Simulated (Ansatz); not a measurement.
# AlGeH6NSi: one species, many methods

The task here is to estimate one member of a computed series from the others.

Method: functionals in def2-TZVPP, the program's frozen cores in correlated methods; program: Ansatz 0.2.0, Gaussian basis.

Plan: LDA (SPW92), PBE-D4, revPBE-D4, BLYP-D4, r2SCAN-D4, B97M-V, PBE0-D4, B3LYP-D4, r2SCANh-D4, r2SCAN0-D4, HSE06-D4, BHLYP-D4, CAM-B3LYP-D4, LC-ωPBE, ωB97X-V, ωB97M-V, B2PLYP, PBE-QIDH; CCSD(T)/def2-SVP; CCSD(T)/def2-TZVPP; MP2/def2-QZVPP; extrapolation to the limit; RPA on PBE.

### Structure used throughout

The geometry comes from an earlier relaxation with PBE0-D4 in a triple-zeta def2 set; it is a stationary point, not always the lowest conformer.

10 atoms, charge 0, spin multiplicity 1.

Atoms are counted from 1 here; the program's logs count them from 0.

Bond lengths: Si1–Al2 2.447 Å, Si1–H5 1.489 Å, Si1–H6 1.488 Å, Si1–H7 1.489 Å, Al2–N3 1.750 Å, Al2–Ge4 2.366 Å, N3–Ge4 1.913 Å, N3–H8 1.007 Å, Ge4–H9 1.548 Å, Ge4–H10 1.548 Å. Angles: Al2–Si1–H5 111.4°, Al2–Si1–H6 110.2°, Al2–Si1–H7 109.8°, H5–Si1–H6 108.6°, H5–Si1–H7 108.6°, H6–Si1–H7 108.1°, Si1–Al2–N3 140.8°, Si1–Al2–Ge4 166.3°, N3–Al2–Ge4 52.8°, Al2–N3–Ge4 80.3°, Al2–N3–H8 150.9°, Ge4–N3–H8 128.7°, Al2–Ge4–N3 46.8°, Al2–Ge4–H9 126.3°, Al2–Ge4–H10 126.4°, N3–Ge4–H9 112.1°, N3–Ge4–H10 112.1°, H9–Ge4–H10 107.1°.

Set-up of the first run:

The input, in.yaml:

```yaml
crystal:
  periodic: [false, false, false]
  atoms:
    - {symbol: Si, position_ang: [-1.557336, 1.326105, -1.413229]}
    - {symbol: Al, position_ang: [0.012834, 0.114301, 0.020218]}
    - {symbol: N, position_ang: [0.517641, -1.516670, 0.404877]}
    - {symbol: Ge, position_ang: [1.681857, -0.538024, 1.564495]}
    - {symbol: H, position_ang: [-2.556341, 0.406359, -2.023072]}
    - {symbol: H, position_ang: [-2.281392, 2.359270, -0.623649]}
    - {symbol: H, position_ang: [-0.816035, 2.013118, -2.506591]}
    - {symbol: H, position_ang: [0.445419, -2.513289, 0.279441]}
    - {symbol: H, position_ang: [1.462421, -0.903137, 3.052254]}
    - {symbol: H, position_ang: [3.174032, -0.799134, 1.248156]}
basis:
  gaussian: {orbitals: def2-TZVPP}
hamiltonian: {xc: lda}
output: {orbitals: {seedname: orbitals}}
```

Command:

```sh
ansatz run in.yaml --threads 4 --pin off --events-out ev --progress --plain --max-ram 10444MiB
```

Among the steps run: LDA; PBE-D4 (GGA); revPBE-D4 (GGA); BLYP-D4 (GGA); r2SCAN-D4 (meta-GGA); B97M-V (meta-GGA); B3LYP-D4 (hybrid); r2SCANh-D4 (hybrid); r2SCAN0-D4 (hybrid); HSE06-D4 (hybrid); BHLYP-D4 (hybrid); CAM-B3LYP-D4 (range-separated); LC-ωPBE (range-separated); ωB97X-V (range-separated); ωB97M-V (range-separated); B2PLYP (double hybrid); PBE-QIDH (double hybrid).

One table of the session follows, with a row left open; its other results are not shown here.

It belongs to the step «Orbital energies across the functionals». 

```
  functional  HOMO (eV)  LUMO (eV)  gap (eV)
 LDA (SPW92)      -5.60      -2.35      3.25
      PBE-D4      -5.49      -2.18      3.31
   revPBE-D4      -5.45      -2.10      3.34
     BLYP-D4      -5.34      -2.01      3.33
   r2SCAN-D4      -5.69      -2.02      3.67
      B97M-V      -5.72      -2.11      3.61
     PBE0-D4      -6.41      -1.45      4.96
    B3LYP-D4      -6.23      -1.60      4.64
  r2SCANh-D4      -6.03      -1.76      4.27
  r2SCAN0-D4      -6.54      -1.37      5.17
    HSE06-D4      -6.03      -1.82      4.21
    BHLYP-D4      -7.22      -0.62      6.60
CAM-B3LYP-D4      -7.57      -0.43      7.14
     LC-ωPBE          ?          ?         ?
     ωB97X-V      -8.50       0.47      8.97
     ωB97M-V      -8.31       0.24      8.55
```

Estimate the missing values for LC-ωPBE.

As computed: HOMO (eV): -8.79; LUMO (eV): 0.56; gap (eV): 9.35. In the column «HOMO (eV)» it is the lowest.
